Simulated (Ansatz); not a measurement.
**CH₄ClNSi: how energies converge with the basis set**

Aim: see how fast density functionals converge with the basis set for CH₄ClNSi.

The runs use Ansatz 0.2.0, Gaussian basis; one geometry, several basis sets.

Levels to be run: PBE0-D4/def2-SVP; ωB97M-V/def2-SVP; PBE0-D4/def2-QZVPP; ωB97M-V/def2-QZVPP; the functionals' def2-TZVPP values are taken from earlier runs.

## 1. Structure used throughout

The geometry comes from an earlier relaxation with PBE0-D4 in a triple-zeta def2 set; it is a stationary point, not always the lowest conformer.

SMILES `[SiH3]/N=C/Cl`, 8 atoms, charge 0, spin multiplicity 1.

Atoms are counted from 1 here; the program's logs count them from 0.

Bond lengths: Si1–N2 1.740 Å, Si1–H5 1.492 Å, Si1–H6 1.482 Å, Si1–H7 1.482 Å, N2–C3 1.238 Å, C3–Cl4 1.747 Å, C3–H8 1.094 Å. Angles: N2–Si1–H5 111.9°, N2–Si1–H6 107.7°, N2–Si1–H7 107.7°, H5–Si1–H6 109.7°, H5–Si1–H7 109.7°, H6–Si1–H7 110.1°, Si1–N2–C3 125.6°, N2–C3–Cl4 122.3°, N2–C3–H8 128.1°, Cl4–C3–H8 109.6°.

## 2. PBE0-D4 in def2-SVP

File in.yaml:

```yaml
crystal:
  periodic: [false, false, false]
  atoms:
    - {symbol: Si, position_ang: [-0.121353, 1.175634, -0.350683]}
    - {symbol: N, position_ang: [0.535707, -0.166084, 0.542017]}
    - {symbol: C, position_ang: [0.196944, -1.350006, 0.417522]}
    - {symbol: Cl, position_ang: [0.916468, -2.631707, 1.361811]}
    - {symbol: H, position_ang: [-1.171135, 0.740937, -1.317295]}
    - {symbol: H, position_ang: [-0.703444, 2.124245, 0.627504]}
    - {symbol: H, position_ang: [0.995652, 1.819652, -1.080787]}
    - {symbol: H, position_ang: [-0.556639, -1.769673, -0.256089]}
basis:
  gaussian: {orbitals: def2-SVP}
hamiltonian: {xc: pbe0, dispersion: d4}
output: {orbitals: {seedname: orbitals}}
```

On the command line:

```console
$ ansatz run in.yaml --threads 2 --pin off --events-out ev --progress --plain --max-ram 4352MiB
```

The program printed:

```text
Functional definition: PBE0
  name "PBE0"
  cite "Adamo & Barone, J. Chem. Phys. 110, 6158 (1999) doi:10.1063/1.478522"
  cite "Perdew, Burke & Ernzerhof, Phys. Rev. Lett. 77, 3865 (1996) doi:10.1103/PhysRevLett.77.3865"
  parent pbe
  parameter a = 0.25
  parameter kappa = 0.804
  parameter beta = 0.06672455060314922
  exchange = (1 - a)*pbe_x(kappa = kappa, mu = beta*pi^2/3) + a*exact_x
  correlation = pbe_c(beta = beta)
818 factors; integrals over basis functions are off by at most 1.1e-3 eV
mean field evaluation 1: about -22968.9315 eV, gradient 4.4e1 eV
mean field evaluation 2: about -22959.2939 eV, gradient 7.6e1 eV
mean field evaluation 4: about -22973.0395 eV, gradient 4.9e0 eV
mean field evaluation 8: about -22973.2255 eV, gradient 2.2e-1 eV
mean field evaluation 16: about -22973.2256 eV, gradient 2.8e-5 eV
mean field -22973.22563241 eV, -844.2504701796 hartree, gradient 2.8e-5 eV, S^2 0.000000; 0 other end points of the search recorded, 0 dependent functions left out
reference -22973.22565699 eV, -844.2504710828 hartree; 24, 24 occupied and 60, 60 virtual orbitals, 818 factors
Total energy: -22973.36683473 eV, -844.2556592692 hartree
```

Run time: 1.1 s. Hardware: 2 threads of Arm Neoverse V2, shared host.

## 3. ωB97M-V in def2-SVP

Changes to in.yaml since step 2:

```diff
@@ -13,3 +13,3 @@
   gaussian: {orbitals: def2-SVP}
-hamiltonian: {xc: pbe0, dispersion: d4}
+hamiltonian: {xc: {name: wB97M-V}}
 output: {orbitals: {seedname: orbitals}}
```

The command is unchanged.

The program printed:

```text
Functional definition: wB97M-V
  name "wB97M-V"
  cite "Mardirossian & Head-Gordon, J. Chem. Phys. 144, 214110 (2016) doi:10.1063/1.4952647"
  cite "Becke, J. Chem. Phys. 107, 8554 (1997) doi:10.1063/1.475007"
  cite "Vydrov & Van Voorhis, J. Chem. Phys. 133, 244103 (2010) doi:10.1063/1.3521275"
  # Of w^i u^j: cxij and so on, Table III.
  parameter omega = 0.3/bohr
  parameter cx = 0.15
  parameter cx01 = 1.007
  parameter cx10 = 0.259
  parameter css00 = 0.443
  parameter css04 = -1.437
  parameter css10 = -4.535
  parameter css20 = -3.390
  parameter css43 = 4.278
  parameter cos00 = 1.000
  parameter cos10 = 1.358
  parameter cos20 = 2.924
  parameter cos21 = -8.812
  parameter cos60 = -1.390
  parameter cos61 = 9.142
  parameter b = 6.0
  parameter c = 0.01
  gx(w, u) = 1 - cx + cx01*u + cx10*w
  gss(w, u) = css00 + css04*u^4 + css10*w + css20*w^2 + css43*w^4*u^3
  gos(w, u) = cos00 + cos10*w + (cos20 + cos21*u)*w^2 + (cos60 + cos61*u)*w^6
  exchange = spin_sum(e_x_unif_sr(omega)*gx(b97_w, b97_u_x)) + cx*exact_x_sr(omega) + exact_x_lr(omega)
  correlation = spin_sum(e_c_pw_mod_same_spin*gss(b97_w, b97_u_same))
      + integral(e_c_pw_mod_opposite_spin*gos(b97_w_opposite, b97_u_opposite)) + vv10(b, c)
818 factors; integrals over basis functions are off by at most 1.1e-3 eV
244 factors; integrals over basis functions are off by at most 7.9e-6 eV
mean field evaluation 1: about -22978.2317 eV, gradient 3.8e1 eV
mean field evaluation 2: about -22976.8531 eV, gradient 4.7e1 eV
mean field evaluation 4: about -22981.2904 eV, gradient 1.4e0 eV
mean field evaluation 8: about -22981.3802 eV, gradient 3.8e-2 eV
mean field evaluation 16: about -22981.3803 eV, gradient 2.8e-5 eV
mean field -22981.38026448 eV, -844.5501473806 hartree, gradient 2.8e-5 eV, S^2 0.000000; 0 other end points of the search recorded, 0 dependent functions left out
reference -22981.38030107 eV, -844.5501487254 hartree; 24, 24 occupied and 60, 60 virtual orbitals, 818 factors
Total energy: -22981.38030107 eV, -844.5501487254 hartree
```

Wall time 4.9 s (2 threads of Arm Neoverse V2, shared host).

## 4. PBE0-D4 in def2-QZVPP

Changes to in.yaml since step 3:

```diff
@@ -12,4 +12,4 @@
 basis:
-  gaussian: {orbitals: def2-SVP}
-hamiltonian: {xc: {name: wB97M-V}}
+  gaussian: {orbitals: "def2-QZVPP.json"}
+hamiltonian: {xc: pbe0, dispersion: d4}
 output: {orbitals: {seedname: orbitals}}
```

Same command.

The program printed:

```text
Functional definition: PBE0
  name "PBE0"
  cite "Adamo & Barone, J. Chem. Phys. 110, 6158 (1999) doi:10.1063/1.478522"
  cite "Perdew, Burke & Ernzerhof, Phys. Rev. Lett. 77, 3865 (1996) doi:10.1103/PhysRevLett.77.3865"
  parent pbe
  parameter a = 0.25
  parameter kappa = 0.804
  parameter beta = 0.06672455060314922
  exchange = (1 - a)*pbe_x(kappa = kappa, mu = beta*pi^2/3) + a*exact_x
  correlation = pbe_c(beta = beta)
1341 factors; their error is unknown
mean field evaluation 1: about -22977.2854 eV, gradient 5.8e1 eV
mean field evaluation 2: about -22959.2861 eV, gradient 1.0e2 eV
mean field evaluation 4: about -22983.9202 eV, gradient 9.8e0 eV
mean field evaluation 8: about -22984.1442 eV, gradient 2.3e-1 eV
mean field evaluation 16: about -22984.1443 eV, gradient 2.7e-5 eV
mean field -22984.14429215 eV, -844.6517235241 hartree, gradient 2.7e-5 eV, S^2 0.000000; 0 other end points of the search recorded, 0 dependent functions left out
reference -22984.14432985 eV, -844.6517249094 hartree; 24, 24 occupied and 350, 350 virtual orbitals, 1341 factors
Total energy: -22984.28550759 eV, -844.6569130958 hartree
```

Wall time 7 s (2 threads of Arm Neoverse V2, shared host); peak memory 1 GiB.

## 5. ωB97M-V in def2-QZVPP

Changes to in.yaml since step 4:

```diff
@@ -13,3 +13,3 @@
   gaussian: {orbitals: "def2-QZVPP.json"}
-hamiltonian: {xc: pbe0, dispersion: d4}
+hamiltonian: {xc: {name: wB97M-V}}
 output: {orbitals: {seedname: orbitals}}
```

The command is unchanged.

The program printed:

```text
Functional definition: wB97M-V
  name "wB97M-V"
  cite "Mardirossian & Head-Gordon, J. Chem. Phys. 144, 214110 (2016) doi:10.1063/1.4952647"
  cite "Becke, J. Chem. Phys. 107, 8554 (1997) doi:10.1063/1.475007"
  cite "Vydrov & Van Voorhis, J. Chem. Phys. 133, 244103 (2010) doi:10.1063/1.3521275"
  # Of w^i u^j: cxij and so on, Table III.
  parameter omega = 0.3/bohr
  parameter cx = 0.15
  parameter cx01 = 1.007
  parameter cx10 = 0.259
  parameter css00 = 0.443
  parameter css04 = -1.437
  parameter css10 = -4.535
  parameter css20 = -3.390
  parameter css43 = 4.278
  parameter cos00 = 1.000
  parameter cos10 = 1.358
  parameter cos20 = 2.924
  parameter cos21 = -8.812
  parameter cos60 = -1.390
  parameter cos61 = 9.142
  parameter b = 6.0
  parameter c = 0.01
  gx(w, u) = 1 - cx + cx01*u + cx10*w
  gss(w, u) = css00 + css04*u^4 + css10*w + css20*w^2 + css43*w^4*u^3
  gos(w, u) = cos00 + cos10*w + (cos20 + cos21*u)*w^2 + (cos60 + cos61*u)*w^6
  exchange = spin_sum(e_x_unif_sr(omega)*gx(b97_w, b97_u_x)) + cx*exact_x_sr(omega) + exact_x_lr(omega)
  correlation = spin_sum(e_c_pw_mod_same_spin*gss(b97_w, b97_u_same))
      + integral(e_c_pw_mod_opposite_spin*gos(b97_w_opposite, b97_u_opposite)) + vv10(b, c)
1305 factors; their error is unknown
289 factors; integrals over basis functions are off by at most 3.8e-5 eV
mean field evaluation 1: about -22987.9354 eV, gradient 4.8e1 eV
mean field evaluation 2: about -22985.8421 eV, gradient 5.7e1 eV
mean field evaluation 4: about -22992.3110 eV, gradient 2.3e0 eV
mean field evaluation 8: about -22992.3319 eV, gradient 6.3e-2 eV
mean field evaluation 16: about -22992.3415 eV, gradient 3.4e-5 eV
mean field -22992.34153466 eV, -844.9529666301 hartree, gradient 3.4e-5 eV, S^2 0.000000; 0 other end points of the search recorded, 0 dependent functions left out
reference -22992.34159511 eV, -844.9529688516 hartree; 24, 24 occupied and 350, 350 virtual orbitals, 1305 factors
Total energy: -22992.34159511 eV, -844.9529688516 hartree
```

It took 17 s on 2 threads of Arm Neoverse V2, shared host; peak memory 1.2 GiB.

## 6. Functionals by basis

The def2-TZVPP values come from earlier runs at the same geometry.

| functional | basis | functions | energy (eV) | from the largest (eV) | HOMO (eV) | LUMO (eV) |
| --- | --- | --- | --- | --- | --- | --- |
| PBE0-D4 | def2-SVP | 84 | -22973.3668 | 10.919 | -7.87 | -0.96 |
| PBE0-D4 | def2-TZVPP | 202 | -22983.4987 | 0.787 | -7.99 | -1.17 |
| PBE0-D4 | def2-QZVPP | 374 | -22984.2855 | 0.000 | -8.02 | -1.23 |
| ωB97M-V | def2-SVP | 84 | -22981.3803 | 10.961 | -10.11 | 1.35 |
| ωB97M-V | def2-TZVPP | 202 | -22991.6023 | 0.739 | -10.26 | 1.07 |
| ωB97M-V | def2-QZVPP | 374 | -22992.3416 | 0.000 | -10.30 | 0.97 |

## 7. Results

```
                                       quantity           value
PBE0-D4: double and triple zeta above quadruple  10.92, 0.79 eV
ωB97M-V: double and triple zeta above quadruple  10.96, 0.74 eV
```

In words: For PBE0-D4 the step from double to triple zeta gains 10.13 eV and the next only 0.79 eV. Total energies overstate the basis error of differences, where much of it tends to cancel.

For PBE0-D4 the largest set took about 7 times as long as the smallest (7 s against 1.1 s).
